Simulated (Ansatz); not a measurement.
# ClFH₂OSiTe: a ladder of functionals and wavefunction methods

Aim: compute ClFH₂OSiTe with functionals from several rungs and with coupled cluster, and see how far each lands from CCSD(T) at the basis-set limit for the atomisation energy.

Program: Ansatz 0.2.0, Gaussian basis. Level of theory: functionals in def2-TZVPP, the program's frozen cores in correlated methods. These are calculated values, not measurements.

Plan: LDA (SPW92), PBE-D4, revPBE-D4, BLYP-D4, r2SCAN-D4, B97M-V, PBE0-D4, B3LYP-D4, r2SCANh-D4, r2SCAN0-D4, HSE06-D4, BHLYP-D4, CAM-B3LYP-D4, LC-ωPBE, ωB97X-V, ωB97M-V, B2PLYP, PBE-QIDH; CCSD(T)/def2-SVP; CCSD(T)/def2-TZVPP; MP2/def2-QZVPP; extrapolation to the limit; RPA on PBE.

## Step 1: The relaxed structure

An earlier PBE0-D4 in a triple-zeta def2 set relaxation fixed the geometry. Te takes the def2 core potential; no spin-orbit term is included.

SMILES `O[Si](F)(Cl)[TeH]`, 7 atoms, charge 0, spin multiplicity 1.

Atoms are counted from 1 here; the program's logs count them from 0.

Bond lengths: O1–Si2 1.622 Å, O1–H6 0.959 Å, Si2–F3 1.580 Å, Si2–Cl4 2.039 Å, Si2–Te5 2.473 Å, Te5–H7 1.656 Å. Angles: Si2–O1–H6 118.1°, O1–Si2–F3 104.7°, O1–Si2–Cl4 112.2°, O1–Si2–Te5 110.0°, F3–Si2–Cl4 106.8°, F3–Si2–Te5 112.0°, Cl4–Si2–Te5 110.9°, Si2–Te5–H7 90.9°.

## Step 2: LDA

This LDA is Slater exchange with PW92 correlation.

The input, in.yaml:

```yaml
crystal:
  periodic: [false, false, false]
  atoms:
    - {symbol: O, position_ang: [-1.057022, -1.295897, -0.583822]}
    - {symbol: Si, position_ang: [0.165677, -0.435507, 0.046354]}
    - {symbol: F, position_ang: [1.444230, -1.339837, -0.165943]}
    - {symbol: Cl, position_ang: [-0.038657, -0.163555, 2.057063]}
    - {symbol: Te, position_ang: [0.362132, 1.735865, -1.120272]}
    - {symbol: H, position_ang: [-1.949562, -0.965585, -0.465788]}
    - {symbol: H, position_ang: [1.134404, 2.396616, 0.186708]}
basis:
  gaussian: {orbitals: def2-TZVPP}
hamiltonian: {xc: lda}
output: {orbitals: {seedname: orbitals}}
```

Further steps of the session: PBE-D4 (GGA); revPBE-D4 (GGA); BLYP-D4 (GGA); r2SCAN-D4 (meta-GGA); B97M-V (meta-GGA); PBE0-D4 (hybrid); B3LYP-D4 (hybrid); r2SCANh-D4 (hybrid); r2SCAN0-D4 (hybrid); HSE06-D4 (hybrid); BHLYP-D4 (hybrid); CAM-B3LYP-D4 (range-separated); LC-ωPBE (range-separated); ωB97X-V (range-separated); ωB97M-V (range-separated); B2PLYP (double hybrid); PBE-QIDH (double hybrid); CCSD(T) in def2-SVP; CCSD(T) in def2-TZVPP; MP2 in def2-QZVPP; RPA on PBE orbitals.

Q: Predict the results of all the runs planned. Wanted: atomisation energy, CCSD(T)/CBS; farthest beyond LDA; mean size of error, GGA; mean size of error, meta-GGA; mean size of error, hybrid; mean size of error, range-separated; mean size of error, double hybrid; gap, smallest and largest; T1 diagnostic.

As calculated:

| quantity | value |
| --- | --- |
| atomisation energy, CCSD(T)/CBS | 2479.0 kJ/mol |
| functionals within 24.8 kJ/mol (1.0 %) | PBE-D4, r2SCAN-D4, B97M-V, ωB97X-V |
| farthest beyond LDA | BHLYP-D4 (-146.8 kJ/mol) |
| mean size of error, GGA | 42.5 kJ/mol |
| mean size of error, meta-GGA | 20.1 kJ/mol |
| mean size of error, hybrid | 73.9 kJ/mol |
| mean size of error, range-separated | 41.1 kJ/mol |
| mean size of error, double hybrid | 68.2 kJ/mol |
| gap, smallest and largest | 3.96 eV (BLYP-D4), 10.61 eV (LC-ωPBE) |
| T1 diagnostic | 0.0112 |
| triples share of the correlation energy | 3.1 % |

In words: The LDA atomisation energy is off by 372.7 kJ/mol (15 %): it overbinds. PBE-D4 is off by +9.5 kJ/mol. Double hybrids carry the basis error of their MP2 part in triple zeta, and no dispersion term here, so their miss is partly the set-up's. Taken by rung, meta-GGA functionals do best (20.1 kJ/mol on average) and hybrid ones worst beyond LDA (73.9 kJ/mol). The mean of the hybrids holds BHLYP, with half exact exchange. The reference freezes the cores and leaves out spin-orbit coupling and excitations past (T), and its outer-core shells are covered unevenly, so misses under about 24.8 kJ/mol can't be ranked. All levels share the lack of spin-orbit coupling, which lowers the free heavy atoms and so the true binding. Hartree-Fock recovers 69 % of the binding; the rest is correlation. CCSD(T) in def2-SVP is off by -291.5 kJ/mol, so the small basis spoils what the method gains. Orbital gaps span 4.0 to 10.6 eV; exact exchange widens them. Correlated methods include outer-core shells of Te, which these sets cover unevenly.
